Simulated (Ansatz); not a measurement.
Task: an active-space calculation of BFGeH4, SMILES [BH2][GeH2][F], with the Ansatz DFT code, driven from Python. Give the script and its output. Settings (for the species named): Hartree-Fock, def2-SVP basis, multiplicity 1.

Input file `bfgeh4.xyz`:
```text
7

B    -0.91910    0.19500   -0.69570
Ge    0.63360   -0.12700    0.45940
F     0.67220   -1.83470    0.83010
H    -1.60840   -0.63560   -1.02470
H    -1.18920    1.33200   -1.09460
H     0.51790    0.71140    1.76910
H     1.95420    0.29090   -0.28940
```

Script `run_cas.py`:
```python
# -*- coding: utf-8 -*-
"""Static correlation in BFGeH4: natural occupations of an active space."""

import ansatz

geometry = ansatz.Crystal.molecule_from_extxyz("bfgeh4.xyz")

calculation = (
    geometry.calculation()
    .basis(gaussian="def2-SVP")
    .correlation(active_electrons=4, active_orbitals=4)
)
for method in [None, "sc_nevpt2"]:
    summary = (calculation if method is None else calculation.correlation(method)).run(threads=1).report
    space = summary["configurations"]
    state = space["states"][0]
    print(method or "casscf", f"total {summary['free_energy_ev'] / 27.211386246:.6f} Ha, active-space state {state['energy']['hartree']:.6f} Ha, mean field {summary['reference_energy_ev'] / 27.211386246:.6f} Ha")
    print("  determinants", state["n_determinants"], " natural occupations", [round(n, 3) for n in space["natural_occupations"]])
```

```console
$ python run_cas.py
casscf total -2201.468873 Ha, active-space state -2201.468873 Ha, mean field -2201.439493 Ha
  determinants 36  natural occupations [1.98, 1.974, 0.027, 0.019]
sc_nevpt2 total -2201.936549 Ha, active-space state -2201.468856 Ha, mean field -2201.439493 Ha
  determinants 36  natural occupations [1.98, 1.974, 0.027, 0.019]
```

Notes:
- Total energies depend on the basis set; only differences at equal settings carry meaning.
- The geometry is a force-field or estimated start, not a minimum of this method, and the basis set is short of its limit. The active space starts as a window about the frontier orbitals and is then optimised, not chosen by chemistry.
- Finished in 13 s on 1 thread of Arm Neoverse V1 (shared host), peak memory 0.24 GiB.
